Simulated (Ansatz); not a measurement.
**C₂H₅AlO: how energies converge with the basis set**

One table from this session's results is given with a row withheld; the runs are named, their logs left out.

Program: Ansatz 0.2.0, Gaussian basis. Level of theory: one geometry, several basis sets. These are calculated values, not measurements.

The runs, in order: PBE0-D4/def2-SVP; ωB97M-V/def2-SVP; PBE0-D4/def2-QZVPP; ωB97M-V/def2-QZVPP; the functionals' def2-TZVPP values are taken from earlier runs.

### Structure used throughout

The geometry comes from an earlier relaxation with PBE0-D4 in a triple-zeta def2 set; it is a stationary point, not always the lowest conformer.

9 atoms, charge 0, spin multiplicity 1.

Atoms are counted from 1 here; the program's logs count them from 0.

Bond lengths: C1–C2 1.474 Å, C1–H5 1.092 Å, C1–H6 1.094 Å, C1–H7 1.094 Å, C2–O3 1.260 Å, C2–Al4 1.940 Å, O3–Al4 1.933 Å, Al4–H8 1.581 Å, Al4–H9 1.581 Å. Angles: C2–C1–H5 112.3°, C2–C1–H6 108.6°, C2–C1–H7 108.5°, H5–C1–H6 110.7°, H5–C1–H7 110.6°, H6–C1–H7 105.9°, C1–C2–O3 120.3°, C1–C2–Al4 169.0°, O3–C2–Al4 70.7°, C2–O3–Al4 71.3°, C2–Al4–O3 38.0°, C2–Al4–H8 117.3°, C2–Al4–H9 117.3°, O3–Al4–H8 113.0°, O3–Al4–H9 113.1°, H8–Al4–H9 125.1°.

Set-up of the first run:

The input, in.yaml:

```yaml
crystal:
  periodic: [false, false, false]
  atoms:
    - {symbol: C, position_ang: [0.570684, 1.345401, -0.537125]}
    - {symbol: C, position_ang: [0.076226, 0.038768, -0.066281]}
    - {symbol: O, position_ang: [0.533642, -1.027600, -0.557004]}
    - {symbol: Al, position_ang: [-0.791750, -1.478892, 0.775605]}
    - {symbol: H, position_ang: [1.337868, 1.245396, -1.308471]}
    - {symbol: H, position_ang: [0.956621, 1.903294, 0.321518]}
    - {symbol: H, position_ang: [-0.279288, 1.924010, -0.912083]}
    - {symbol: H, position_ang: [-0.158460, -2.024734, 2.117127]}
    - {symbol: H, position_ang: [-2.156945, -1.971942, 0.149615]}
basis:
  gaussian: {orbitals: def2-SVP}
hamiltonian: {xc: pbe0, dispersion: d4}
output: {orbitals: {seedname: orbitals}}
```

The run is started by

```
> ansatz run in.yaml --threads 2 --pin off --events-out ev --progress --plain --max-ram 4352MiB
```

Steps of the session up to this table: PBE0-D4 in def2-SVP; ωB97M-V in def2-SVP; PBE0-D4 in def2-QZVPP; ωB97M-V in def2-QZVPP.

One of the session's tables, all rows but one given; the rest of the session is left out.

It belongs to the step «Density functionals: the series». 

| functional | basis | HOMO (eV) |
| --- | --- | --- |
| PBE0-D4 | def2-SVP | -7.20 |
| PBE0-D4 | def2-TZVPP | -7.20 |
| PBE0-D4 | def2-QZVPP | -7.21 |
| ωB97M-V | def2-SVP | -9.48 |
| ωB97M-V | def2-TZVPP | ? |
| ωB97M-V | def2-QZVPP | -9.53 |

Q: Estimate the row for ωB97M-V, def2-TZVPP from the others.

The run gave: HOMO (eV): -9.51. In the column «HOMO (eV)» it lies between ωB97M-V, def2-QZVPP (-9.53) and ωB97M-V, def2-SVP (-9.48).
